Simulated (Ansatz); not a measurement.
**USVWN5/aug-cc-pVDZ run of GeSiH5 (SMILES [SiH2][GeH3])**

What is the vertical doublet–quartet gap of GeSiH5 at USVWN5/aug-cc-pVDZ? 

Program for the calculation: Ansatz 0.2.0.

27 further runs of the same task are left out: 27 set aside as unsound or not needed.

**1. The structure to begin with**

GeSiH5: 7 atoms, total charge 0, spin state doublet. SMILES: `[SiH2][GeH3]`. The shape is that of a PBE0-D4/def2-TZVP optimisation.

Bond lengths: Si1–Ge2 2.370 Å, Si1–H3 1.489 Å, Si1–H4 1.489 Å, Ge2–H5 1.537 Å, Ge2–H6 1.541 Å, Ge2–H7 1.537 Å. Angles: Si1–Ge2–H5 109.6°, Si1–Ge2–H6 112.0°, Si1–Ge2–H7 109.7°, Ge2–Si1–H3 113.4°, Ge2–Si1–H4 113.3°, H5–Ge2–H6 108.4°, H5–Ge2–H7 108.7°, H6–Ge2–H7 108.4°, H3–Si1–H4 109.6°.

**2. The energy at USVWN5/aug-cc-pVDZ**

Input file input.yaml:

```yaml
crystal:
  periodic: [false, false, false]
  atoms:
    - {symbol: Si, position_ang: [-0.094700, -1.423600, -0.163400]}
    - {symbol: Ge, position_ang: [0.288700, 0.914700, -0.097700]}
    - {symbol: H, position_ang: [0.173200, -2.103400, 1.133900]}
    - {symbol: H, position_ang: [-1.456400, -1.784700, -0.645400]}
    - {symbol: H, position_ang: [0.037100, 1.517100, -1.489000]}
    - {symbol: H, position_ang: [-0.633800, 1.622900, 0.913200]}
    - {symbol: H, position_ang: [1.746900, 1.189100, 0.302700]}
basis:
  gaussian: {orbitals: aug-cc-pVDZ}
magnetization: {spin_polarized: true, initial_magnetization: 1}
hamiltonian: {xc: {name: SVWN5}}
accuracy: high
output: {orbitals: {seedname: orbitals}}
```

Run with:

```sh
$ ansatz run input.yaml --threads 1 --pin off --max-ram 3480MiB --events-out events.jsonl --progress --plain --runs-dir runs
```

Output:

```text
Warning: RAYON_NUM_THREADS=1 ignored (pool sized by the plan → 1); use --threads N
Functional definition: SVWN5
  name "SVWN5"
  exchange = slater_x
  correlation = vwn5_c
2189 factors; integrals over basis functions are off by at most 4.4e-9 eV
mean field evaluation 1: about -64354.7062 eV, gradient 1.3e1 eV
mean field evaluation 2: about -64355.6543 eV, gradient 7.5e0 eV
mean field evaluation 4: about -64356.1604 eV, gradient 3.0e-1 eV
mean field evaluation 8: about -64356.1563 eV, gradient 3.9e-2 eV
mean field evaluation 16: about -64356.1563 eV, gradient 8.4e-6 eV
mean field -64356.15629012 eV, -2365.0451214926 hartree, gradient 1.6e-8 eV, S^2 0.751850; 0 other end points of the search recorded, 0 dependent functions left out
reference -64356.15629828 eV, -2365.0451217922 hartree; 26, 25 occupied and 82, 83 virtual orbitals, 2189 factors
Total energy: -64356.15629828 eV, -2365.0451217922 hartree
```

Run time: 11 s. Hardware: 1 thread of Arm Neoverse V1, shared host; peak memory 0.33 GiB.

**3. The quartet, same level**

Input file job.yaml:

```yaml
crystal:
  periodic: [false, false, false]
  atoms:
    - symbol: Si
      position_ang: [-0.094700, -1.423600, -0.163400]
    - symbol: Ge
      position_ang: [0.288700, 0.914700, -0.097700]
    - symbol: H
      position_ang: [0.173200, -2.103400, 1.133900]
    - symbol: H
      position_ang: [-1.456400, -1.784700, -0.645400]
    - symbol: H
      position_ang: [0.037100, 1.517100, -1.489000]
    - symbol: H
      position_ang: [-0.633800, 1.622900, 0.913200]
    - symbol: H
      position_ang: [1.746900, 1.189100, 0.302700]
basis:
  gaussian:
    orbitals: aug-cc-pVDZ
hamiltonian:
  xc: {name: SVWN5}
output: {orbitals: {seedname: orbitals}}
magnetization:
  spin_polarized: true
  initial_magnetization: 3
accuracy: high
total_charge: 0
```

Run with:

```sh
$ ansatz run job.yaml --threads 1 --pin off --max-ram 3480MiB --events-out events.jsonl --progress --plain --runs-dir runs
```

Output:

```text
Warning: RAYON_NUM_THREADS=1 ignored (pool sized by the plan → 1); use --threads N
[... 4 set-up lines as earlier in the session ...]
2189 factors; integrals over basis functions are off by at most 4.4e-9 eV
mean field evaluation 1: about -64348.4891 eV, gradient 1.2e1 eV
mean field evaluation 2: about -64349.1986 eV, gradient 8.3e0 eV
mean field evaluation 4: about -64349.9207 eV, gradient 1.1e0 eV
mean field evaluation 8: about -64349.9320 eV, gradient 6.8e-2 eV
mean field evaluation 16: about -64349.9320 eV, gradient 1.0e-4 eV
mean field evaluation 32: about -64348.5697 eV, gradient 6.9e0 eV
mean field evaluation 64: about -64348.4106 eV, gradient 2.1e0 eV
mean field -64349.93200166 eV, -2364.8163831104 hartree, gradient 2.7e-8 eV, S^2 3.752154; 8 other end points of the search recorded, 0 dependent functions left out
reference -64349.93200580 eV, -2364.8163832627 hartree; 27, 24 occupied and 81, 84 virtual orbitals, 2189 factors
Total energy: -64349.93200580 eV, -2364.8163832627 hartree
```

Wall time 18 s (1 thread of Arm Neoverse V1, shared host); peak memory 0.39 GiB.

**4. Results**

Level: USVWN5/aug-cc-pVDZ.

| quantity | value |
| --- | --- |
| doublet: total energy | -2365.04512 Eh |
| doublet: HOMO energy (highest over α and β) | -5.17 eV |
| doublet: LUMO energy (lowest over α and β) | -4.02 eV |
| doublet: ⟨S²⟩ | 0.752 |
| quartet: total energy | -2364.81638 Eh |
| quartet: HOMO energy (highest over α and β) | -2.04 eV |
| quartet: ⟨S²⟩ | 3.752 |
| vertical energy of the quartet above the doublet | 6.224 eV |

What this shows: At this shape the quartet lies 6.22 eV (144 kcal/mol) above the doublet.
